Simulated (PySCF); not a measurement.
# F2O2W (W(O)2(F)2-): the cost of one run

The runs use PySCF 2.14.0; B3LYP, W def2-SVP with ECP60, O def2-SVP, F def2-SVP; scalar-relativistic core potentials, no spin–orbit coupling.

1 further run of the same task is left out (for a known fault of the program).

**1. Where the work starts**

5 atoms, charge -1, spin multiplicity 2.

Bond lengths: W1–O2 1.745 Å, W1–O3 1.745 Å, W1–F4 1.954 Å, W1–F5 1.954 Å. Angles: O2–W1–O3 112.8°, O2–W1–F4 115.0°, O2–W1–F5 115.0°, O3–W1–F4 115.0°, O3–W1–F5 115.0°, F4–W1–F5 80.6°.

Coordinates:

```xyz
5
F2O2W
W     0.0000    0.0000    0.1975
O     1.0277    1.0277    1.1632
O    -1.0277   -1.0277    1.1632
F     0.8937   -0.8937   -1.2926
F    -0.8937    0.8937   -1.2926
```

Formal oxidation states: W +5. An earlier session relaxed this geometry at B3LYP, W def2-SVP with ECP60, O def2-SVP, F def2-SVP (doublet, point group C2v).

Its energy there is -417.238433 Eh.

**2. Atoms moved at random, σ = 0.1 Å**

Input file run.py (the lines that set the calculation):

```python
mol = gto.M(atom='''
W      0.11025    -0.03317     0.21435
O      0.91830     1.02365     1.12763
O     -0.93035    -1.09507     1.06077
F      0.84655    -0.85358    -1.25248
F     -0.94475     0.95817    -1.21167''',
    basis={'W': 'def2-SVP', 'O': 'def2-SVP', 'F': 'def2-SVP'},
    ecp={'W': 'def2-SVP'},
    charge=-1, spin=1)
mf = dft.UKS(mol, xc='B3LYP')
mf.grids.atom_grid = (50, 194)
mf = mf.density_fit()  # fitting sets: W def2-universal-JKFIT, O def2-universal-JKFIT, F def2-universal-JKFIT
mf.conv_tol = 1e-08; mf.max_cycle = 55
mf.kernel(dm0)  # dm0: the density of the relaxed state
```

Started as:

```console
OMP_NUM_THREADS=2 python run.py
```

**Question.** How long does this run take on 2 threads of Arm Neoverse V2, shared host?

About 3.2 s.
